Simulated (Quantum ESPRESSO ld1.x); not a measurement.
# Numerical settings for Ta⁺

How sensitive is the result for the tantalum ion Ta+ to mesh, mixing and thresholds? A default run comes first.

Method: Dirac Kohn-Sham, LDA (Slater exchange, VWN5 correlation), spin-unpolarised, spherical densities, point nucleus; open shells are shared between the two j in proportion to 2j + 1. Code: Quantum ESPRESSO ld1.x 7.5.

### 1 Starting point

- element: tantalum (Z = 73)
- charge: +1
- electrons: 72
- configuration: [Xe] 4f14 5d3 6s1

Outer shells as boxes (Hund's rule):

Ta⁺
```
[Xe] core
4f [↑↓][↑↓][↑↓][↑↓][↑↓][↑↓][↑↓]
5d [↑ ][↑ ][↑ ][  ][  ]
6s [↑ ]
```

### 2 Default settings

ld1.in

```fortran
 &input
    zed=73.0,
    iswitch=1,
    rel=2,
    dft='SLA-VWN',
    config='[Xe] 4f14 5d3 6s1',
    rel_dist='average',
    lsmall=.true.,
    prefix='ld1',
    max_out_wfc=37,
    file_charge='ld1.rho',
 /
```

### 3 Dx = 0.04

Edit ld1.in of step 2 so:

```diff
@@ -6,2 +6,3 @@
     config='[Xe] 4f14 5d3 6s1',
+    dx=0.04,
     rel_dist='average',
```

### 4 Dx = 0.02

Edit ld1.in of step 3 so:

```diff
@@ -6,3 +6,3 @@
     config='[Xe] 4f14 5d3 6s1',
-    dx=0.04,
+    dx=0.02,
     rel_dist='average',
```

### 5 Xmin = -6

Edit ld1.in of step 4 so:

```diff
@@ -6,3 +6,3 @@
     config='[Xe] 4f14 5d3 6s1',
-    dx=0.02,
+    xmin=-6,
     rel_dist='average',
```

### 6 Xmin = -4

Edit ld1.in of step 5 so:

```diff
@@ -6,3 +6,3 @@
     config='[Xe] 4f14 5d3 6s1',
-    xmin=-6,
+    xmin=-4,
     rel_dist='average',
```

### 7 Rmax = 30

Edit ld1.in of step 6 so:

```diff
@@ -6,3 +6,3 @@
     config='[Xe] 4f14 5d3 6s1',
-    xmin=-4,
+    rmax=30,
     rel_dist='average',
```

### 8 Rmax = 15

Edit ld1.in of step 7 so:

```diff
@@ -6,3 +6,3 @@
     config='[Xe] 4f14 5d3 6s1',
-    rmax=30,
+    rmax=15,
     rel_dist='average',
```

### 9 Beta = 0.8

Edit ld1.in of step 8 so:

```diff
@@ -6,3 +6,3 @@
     config='[Xe] 4f14 5d3 6s1',
-    rmax=15,
+    beta=0.8,
     rel_dist='average',
```

### 10 Beta = 0.5

Edit ld1.in of step 9 so:

```diff
@@ -6,3 +6,3 @@
     config='[Xe] 4f14 5d3 6s1',
-    beta=0.8,
+    beta=0.5,
     rel_dist='average',
```

### 11 Tr2 = 1e-06

Edit ld1.in of step 10 so:

```diff
@@ -6,3 +6,3 @@
     config='[Xe] 4f14 5d3 6s1',
-    beta=0.5,
+    tr2=1e-06,
     rel_dist='average',
```

### 12 Tr2 = 1e-10

Edit ld1.in of step 11 so:

```diff
@@ -6,3 +6,3 @@
     config='[Xe] 4f14 5d3 6s1',
-    tr2=1e-06,
+    tr2=1e-10,
     rel_dist='average',
```

What does the calculation give? Wanted: for each run, setting; iterations; converged; change of E.

**Answer**, as computed:

```
         setting  mesh points  iterations  converged  change of E (mhartree)    time
Default settings         2113          28        yes                       0  0.86 s
       dx = 0.04          423          28        yes                  -0.254   0.6 s
       dx = 0.02          845          28        yes                  -0.003  0.65 s
       xmin = -6         1863          28        yes                  -2.282  0.79 s
       xmin = -4         1613          29        yes                  -495.6  0.78 s
       rmax = 30         1963          28        yes                       0  0.86 s
       rmax = 15         1875          41        yes                  -0.004   1.1 s
      beta = 0.8         2113          15        yes                       0  0.69 s
      beta = 0.5         2113          19        yes                  -0.003  0.75 s
     tr2 = 1e-06         2113          13        yes                  +5.641  0.69 s
     tr2 = 1e-10         2113          20        yes                 -0.0185  0.78 s
```

In words: A zero stands for a change under the printed digits. Converged yet off by more than 1 mhartree: xmin = -6; xmin = -4; tr2 = 1e-06. Convergence of the cycle says nothing about the mesh. Every run converges.
